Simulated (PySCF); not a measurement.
# Al(2+): dipole response in aug-cc-pV(T+d)Z plus 1 even-tempered diffuse shell per l

How polarisable is Al(2+) at the levels listed below?

Method: unrestricted determinants in a Gaussian basis, no spin-orbit coupling in the energies. Code: PySCF 2.14.0.

### 1 What is computed

- Element: aluminium (Z = 13)
- Basis: aug-cc-pV(T+d)Z with one added diffuse shell each of s, p, d, f type (7s6p5d3f, 71 functions)
- Hamiltonian: no relativity, point nucleus
- State 1: Al(2+): [Ne] 3s1, 2S determinant
- Methods: UHF, PBE, PBE0, M06, PBEsol

Outer shells as boxes (Hund's rule):

Al2+ [Ne] 3s1
```
[Ne] core
3s [↑ ]
```

One driver process ran all states and methods and kept the integrals in memory. Each run is shown as a PySCF script that sums up its settings (the driver passes frozen orbitals as a list and adds second-order terms of double hybrids); the logs are those of the runs themselves. The driver starts from symmetry-adapted Hartree-Fock orbitals, holds the occupation by maximum overlap and uses a logarithmic radial grid for functionals, so a plain start would take other cycles.

The integrals over 71 functions and the set-up took 0.19 s of CPU time.

### 2 Al(2+): the ladder of methods

#### UHF

input.py

```python
from pyscf import gto, scf, dft, mp, cc
import basis_set_exchange as bse
mol = gto.M(atom="Al 0 0 0", charge=2, spin=1, symmetry="D2h",
            basis=gto.basis.parse(bse.get_basis("aug-cc-pV(T+d)Z", elements=["Al"], fmt="nwchem", augment_diffuse=1)))
mf = scf.UHF(mol)
mf.irrep_nelec = {'Ag': (3, 2), 'B1u': (1, 1), 'B2u': (1, 1), 'B3u': (1, 1)}
mf.kernel()
```

What it wrote:

```text
damping factor = 0
level_shift factor = 0
DIIS = <class 'pyscf.scf.diis.CDIIS'>
diis_start_cycle = 1
diis_space = 10
diis_damp = 0
SCF conv_tol = 1e-09
SCF conv_tol_grad = None
number electrons alpha = 6  beta = 5
cycle= 1 E= -241.029574910405  delta_E= -1.12e-10  |g|= 3.13e-06  |ddm|= 0.000108
converged SCF energy = -241.029574910405  <S^2> = 0.75004392  2S+1 = 2.0000439
```

It used 2.2 s of CPU time after the integrals (shared host).

The occupied shells:

| shell | electrons | mean orbital energy (eV) | spread (eV) | rms radius (bohr) |
| --- | --- | --- | --- | --- |
| 1s α | 1 | -1612.9 | 0 | 0.139 |
| 1s β | 1 | -1612.5 | 0 | 0.139 |
| 2s α | 1 | -154.19 | 0 | 0.677 |
| 2s β | 1 | -153.45 | 0 | 0.677 |
| 2p α | 3 | -108.01 | 0 | 0.672 |
| 2p β | 3 | -107.73 | 0 | 0.672 |
| 3s α | 1 | -28.059 | 0 | 2.39 |

⟨S²⟩ = 0.750, ⟨L²⟩ = 0.00.

The driver then solved the coupled dipole response at imaginary frequencies: mean α = 15.35 bohr³, C₆ = 43.67 au for a like pair.

#### PBE

Changes to input.py:

```diff
@@ -4,3 +4,3 @@
             basis=gto.basis.parse(bse.get_basis("aug-cc-pV(T+d)Z", elements=["Al"], fmt="nwchem", augment_diffuse=1)))
-mf = scf.UHF(mol)
+mf = dft.UKS(mol, xc="PBE")
 mf.irrep_nelec = {'Ag': (3, 2), 'B1u': (1, 1), 'B2u': (1, 1), 'B3u': (1, 1)}
```

What it wrote:

```text
damping factor = 0
level_shift factor = 0
DIIS = <class 'pyscf.scf.diis.CDIIS'>
diis_start_cycle = 1
diis_space = 10
diis_damp = 0
SCF conv_tol = 1e-09
SCF conv_tol_grad = None
number electrons alpha = 6  beta = 5
XC functionals = PBE
    J. P. Perdew, K. Burke, and M. Ernzerhof.,  Phys. Rev. Lett. 77, 3865 (1996)
    J. P. Perdew, K. Burke, and M. Ernzerhof.,  Phys. Rev. Lett. 78, 1396 (1997)
    J. P. Perdew, K. Burke, and M. Ernzerhof.,  Phys. Rev. Lett. 77, 3865 (1996)
    J. P. Perdew, K. Burke, and M. Ernzerhof.,  Phys. Rev. Lett. 78, 1396 (1997)
cycle= 1 E= -241.317284160924  delta_E= -0.00295  |g|= 0.0338  |ddm|= 0.353
cycle= 2 E= -241.317410797597  delta_E= -0.000127  |g|= 0.0188  |ddm|= 0.0607
cycle= 3 E= -241.317467482833  delta_E= -5.67e-05  |g|= 3.78e-05  |ddm|= 0.0191
cycle= 4 E= -241.317467483149  delta_E= -3.16e-10  |g|= 1.38e-06  |ddm|= 0.000138
converged SCF energy = -241.317467483149  <S^2> = 0.7500305  2S+1 = 2.0000305
```

CPU time 1.8 s on a shared host, the integrals not counted.

The driver then solved the coupled dipole response at imaginary frequencies: mean α = 13.54 bohr³, C₆ = 36.21 au for a like pair.

#### PBE0

Changes to input.py:

```diff
@@ -4,3 +4,3 @@
             basis=gto.basis.parse(bse.get_basis("aug-cc-pV(T+d)Z", elements=["Al"], fmt="nwchem", augment_diffuse=1)))
-mf = dft.UKS(mol, xc="PBE")
+mf = dft.UKS(mol, xc="PBE0")
 mf.irrep_nelec = {'Ag': (3, 2), 'B1u': (1, 1), 'B2u': (1, 1), 'B3u': (1, 1)}
```

What it wrote:

```text
damping factor = 0
level_shift factor = 0
DIIS = <class 'pyscf.scf.diis.CDIIS'>
diis_start_cycle = 1
diis_space = 10
diis_damp = 0
SCF conv_tol = 1e-09
SCF conv_tol_grad = None
number electrons alpha = 6  beta = 5
XC functionals = PBE0
    C. Adamo and V. Barone.,  J. Chem. Phys. 110, 6158 (1999)
    M. Ernzerhof and G. E. Scuseria.,  J. Chem. Phys. 110, 5029 (1999)
cycle= 1 E= -241.343211556864  delta_E= -0.00159  |g|= 0.0175  |ddm|= 0.252
cycle= 2 E= -241.343256216069  delta_E= -4.47e-05  |g|= 0.0078  |ddm|= 0.0359
cycle= 3 E= -241.343265905546  delta_E= -9.69e-06  |g|= 8.9e-05  |ddm|= 0.00837
cycle= 4 E= -241.343265911917  delta_E= -6.37e-09  |g|= 3.62e-06  |ddm|= 0.000427
cycle= 5 E= -241.343265911925  delta_E= -7.65e-12  |g|= 2.06e-07  |ddm|= 2.03e-05
converged SCF energy = -241.343265911925  <S^2> = 0.75002643  2S+1 = 2.0000264
```

CPU time 3.3 s on a shared host, the integrals not counted.

The driver then solved the coupled dipole response at imaginary frequencies: mean α = 14.08 bohr³, C₆ = 38.37 au for a like pair.

#### M06

Changes to input.py:

```diff
@@ -4,3 +4,3 @@
             basis=gto.basis.parse(bse.get_basis("aug-cc-pV(T+d)Z", elements=["Al"], fmt="nwchem", augment_diffuse=1)))
-mf = dft.UKS(mol, xc="PBE0")
+mf = dft.UKS(mol, xc="M06")
 mf.irrep_nelec = {'Ag': (3, 2), 'B1u': (1, 1), 'B2u': (1, 1), 'B3u': (1, 1)}
```

What it wrote:

```text
damping factor = 0
level_shift factor = 0
DIIS = <class 'pyscf.scf.diis.CDIIS'>
diis_start_cycle = 1
diis_space = 10
diis_damp = 0
SCF conv_tol = 1e-09
SCF conv_tol_grad = None
number electrons alpha = 6  beta = 5
XC functionals = M06
    Y. Zhao and D. G. Truhlar.,  Theor. Chem. Acc. 120, 215 (2008)
    Y. Zhao and D. G. Truhlar.,  Theor. Chem. Acc. 120, 215 (2008)
cycle= 1 E= -241.448387841961  delta_E= -0.00183  |g|= 0.0132  |ddm|= 0.315
cycle= 2 E= -241.448431336639  delta_E= -4.35e-05  |g|= 0.0057  |ddm|= 0.0799
cycle= 3 E= -241.448436806177  delta_E= -5.47e-06  |g|= 0.000581  |ddm|= 0.00498
cycle= 4 E= -241.44843697385  delta_E= -1.68e-07  |g|= 0.00126  |ddm|= 0.00336
cycle= 5 E= -241.448436910287  delta_E= 6.36e-08  |g|= 0.000254  |ddm|= 0.000483
cycle= 6 E= -241.448436917782  delta_E= -7.49e-09  |g|= 0.000207  |ddm|= 8.75e-05
cycle= 7 E= -241.448436923107  delta_E= -5.32e-09  |g|= 0.000176  |ddm|= 7.89e-05
cycle= 8 E= -241.448436919275  delta_E= 3.83e-09  |g|= 0.000197  |ddm|= 5.99e-05
cycle= 9 E= -241.448436941557  delta_E= -2.23e-08  |g|= 0.000614  |ddm|= 0.000279
cycle= 10 E= -241.44843693697  delta_E= 4.59e-09  |g|= 0.000405  |ddm|= 3.14e-05
[... 95 lines left out ...]
cycle= 41 E= -241.448436954239  delta_E= 1.31e-09  |g|= 0.00122  |ddm|= 1.01e-05
cycle= 42 E= -241.44843695182  delta_E= 2.42e-09  |g|= 0.00111  |ddm|= 1.06e-05
cycle= 43 E= -241.448436950126  delta_E= 1.69e-09  |g|= 0.00103  |ddm|= 5.73e-06
cycle= 44 E= -241.448436951471  delta_E= -1.35e-09  |g|= 0.0011  |ddm|= 1.2e-05
cycle= 45 E= -241.448436960768  delta_E= -9.3e-09  |g|= 0.00145  |ddm|= 2.71e-05
cycle= 46 E= -241.448436962795  delta_E= -2.03e-09  |g|= 0.00149  |ddm|= 4.38e-06
cycle= 47 E= -241.448436932326  delta_E= 3.05e-08  |g|= 0.000246  |ddm|= 0.000122
cycle= 48 E= -241.448436931697  delta_E= 6.29e-10  |g|= 0.000229  |ddm|= 2.65e-05
cycle= 49 E= -241.448436930854  delta_E= 8.43e-10  |g|= 0.000211  |ddm|= 1.84e-05
cycle= 50 E= -241.448436928847  delta_E= 2.01e-09  |g|= 0.000183  |ddm|= 4.36e-05
[... the stored log ends here ...]
```

CPU time 33 s on a shared host, the integrals not counted.

This run did not converge, so its energy enters no difference.

#### PBEsol

Changes to input.py:

```diff
@@ -4,3 +4,3 @@
             basis=gto.basis.parse(bse.get_basis("aug-cc-pV(T+d)Z", elements=["Al"], fmt="nwchem", augment_diffuse=1)))
-mf = dft.UKS(mol, xc="M06")
+mf = dft.UKS(mol, xc="PBEsol")
 mf.irrep_nelec = {'Ag': (3, 2), 'B1u': (1, 1), 'B2u': (1, 1), 'B3u': (1, 1)}
```

What it wrote:

```text
damping factor = 0
level_shift factor = 0
DIIS = <class 'pyscf.scf.diis.CDIIS'>
diis_start_cycle = 1
diis_space = 10
diis_damp = 0
SCF conv_tol = 1e-09
SCF conv_tol_grad = None
number electrons alpha = 6  beta = 5
XC functionals = PBEsol
    J. P. Perdew, A. Ruzsinszky, G. I. Csonka, O. A. Vydrov, G. E. Scuseria, L. A. Constantin, X. Zhou, and K. Burke.,  Phys. Rev. Lett. 100, 136406 (2008)
    J. P. Perdew, A. Ruzsinszky, G. I. Csonka, O. A. Vydrov, G. E. Scuseria, L. A. Constantin, X. Zhou, and K. Burke.,  Phys. Rev. Lett. 100, 136406 (2008)
cycle= 1 E= -240.836044377798  delta_E= -0.00334  |g|= 0.0414  |ddm|= 0.32
cycle= 2 E= -240.836237365583  delta_E= -0.000193  |g|= 0.0229  |ddm|= 0.0736
cycle= 3 E= -240.836322152012  delta_E= -8.48e-05  |g|= 4.16e-05  |ddm|= 0.024
cycle= 4 E= -240.836322152566  delta_E= -5.53e-10  |g|= 1.52e-06  |ddm|= 0.000134
converged SCF energy = -240.836322152566  <S^2> = 0.75003581  2S+1 = 2.0000358
```

It used 2 s of CPU time after the integrals (shared host).

The driver then solved the coupled dipole response at imaginary frequencies: mean α = 13.59 bohr³, C₆ = 36.37 au for a like pair.

Radial density 4πr²ρ of Al(2+) at UHF:

| r (bohr) | density | spin density |
| --- | --- | --- |
| 0.00168 | 0.0477 | 0.000 |
| 0.00283 | 0.131 | 0.000 |
| 0.00475 | 0.352 | 0.001 |
| 0.00800 | 0.915 | 0.002 |
| 0.0135 | 2.25 | 0.006 |
| 0.0226 | 5.02 | 0.012 |
| 0.0381 | 9.54 | 0.023 |
| 0.0640 | 13.9 | 0.029 |
| 0.108 | 13.5 | 0.014 |
| 0.181 | 8.97 | -0.001 |
| 0.305 | 10.3 | 0.066 |
| 0.512 | 12.4 | 0.084 |
| 0.862 | 5.33 | 0.006 |
| 1.45 | 0.901 | 0.396 |
| 2.44 | 0.447 | 0.442 |
| 4.10 | 0.0472 | 0.047 |
| 6.90 | 0.000173 | 0.000 |

### 3 Polarisabilities and C₆

Al(2+), in atomic units:

| method | mean α | C₆ (like pair) | S(−4) |
| --- | --- | --- | --- |
| UHF | 15.35 | 43.67 | 266.9 |
| PBE | 13.54 | 36.21 | 209.7 |
| PBE0 | 14.08 | 38.37 | 226.5 |
| PBEsol | 13.59 | 36.37 | 212.0 |

α(iu) at PBEsol:

| u (hartree) | α(iu) (bohr³) |
| --- | --- |
| 0 | 13.59 |
| 0.0500 | 13.08 |
| 0.100 | 11.77 |
| 0.200 | 8.422 |
| 0.300 | 5.771 |
| 0.500 | 2.980 |
| 0.750 | 1.640 |
| 1.00 | 1.079 |
| 1.50 | 0.6278 |
| 2.00 | 0.4456 |
| 3.00 | 0.2840 |
| 5.00 | 0.1564 |

### 4 What came out

| quantity | value |
| --- | --- |
| α of Al(2+) | 13.54 (PBE) to 15.35 (UHF) bohr³ |

**Reading.** A single London oscillator with the computed α and C₆ of Al(2+) at UHF would have ω = 4 C₆ / (3 α²) = 0.247 hartree. All values hold for this basis alone; no basis-set limit was taken.
